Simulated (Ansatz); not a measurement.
# TePb2Se: the cost of one run

Computed with Ansatz 0.2.0 (DFT r2SCAN, scalar-relativistic, plane waves, PAW, unless a step's input says otherwise).

## 1. The structure to begin with

It takes space group R-3m (No. 166, trigonal). The conventional cell has a = 4.494 Å, b = 4.494 Å, c = 21.997 Å, α = 90.00°, β = 90.00°, γ = 120.00°. Around Te (site symmetry -3m) lie 6 Pb at 3.25 Å. Pb (site symmetry 3m) is surrounded by 3 Se at 3.11 Å and 3 Te at 3.25 Å. Se (site symmetry -3m) is surrounded by 6 Pb at 3.11 Å.

Structure file:

```xyz
4
Lattice="2.2472 1.2974 7.3325 -2.2472 1.2974 7.3325 0.0000 -2.5948 7.3325" Properties=species:S:1:pos:R:3 pbc="T T T"
Te    0.0000    0.0000   10.9987
Pb    0.0000    0.0000   16.3796
Pb    0.0000    0.0000    5.6178
Se    0.0000    0.0000    0.0000
```

It goes back to an entry of the Materials Project, which need not be the stable form.

This cell was relaxed beforehand with the same method: volume 32.07 Å³/atom, gap on the mesh 0.94 eV.

## 2. Volume × 0.97

File input.yaml:

```yaml
crystal:
  lattice:
    - [2.2244693271, 1.2842979648, 7.2583947119]
    - [-2.2244693271, 1.2842979648, 7.2583947119]
    - [0.0, -2.5685959296, 7.2583947119]
  atoms:
    - { symbol: Te, position: [0.5, 0.5, 0.5] }
    - { symbol: Pb, position: [0.7446172718, 0.7446172718, 0.7446172718] }
    - { symbol: Pb, position: [0.2553827282, 0.2553827282, 0.2553827282] }
    - { symbol: Se, position: [0.0, 0.0, 0.0] }
basis:
  ecutwfc: 500
kpoints:
  mp_grid: { grid: [9, 9, 9] }
hamiltonian:
  xc: r2scan
scf:
  occupations: { method: gaussian, width: 0.02 }
output:
  forces: true
  stress: true
  eigenvalues: true
relax:
  adjacent_minimum: "off"
  f_tol: 0.01
  max_steps: 30
  cell: { stress_tol: 0.1, fix: [volume] }
```

On the command line:

```
> ansatz run input.yaml --threads 1 --pin off --max-ram 2560MiB --backend cpu --events-out ev --progress --plain --runs-dir out
```

Q: Estimate wall time and peak memory on 1 thread of Arm Neoverse V1, shared host.

About 2.9 min, with a peak of 0.97 GiB.
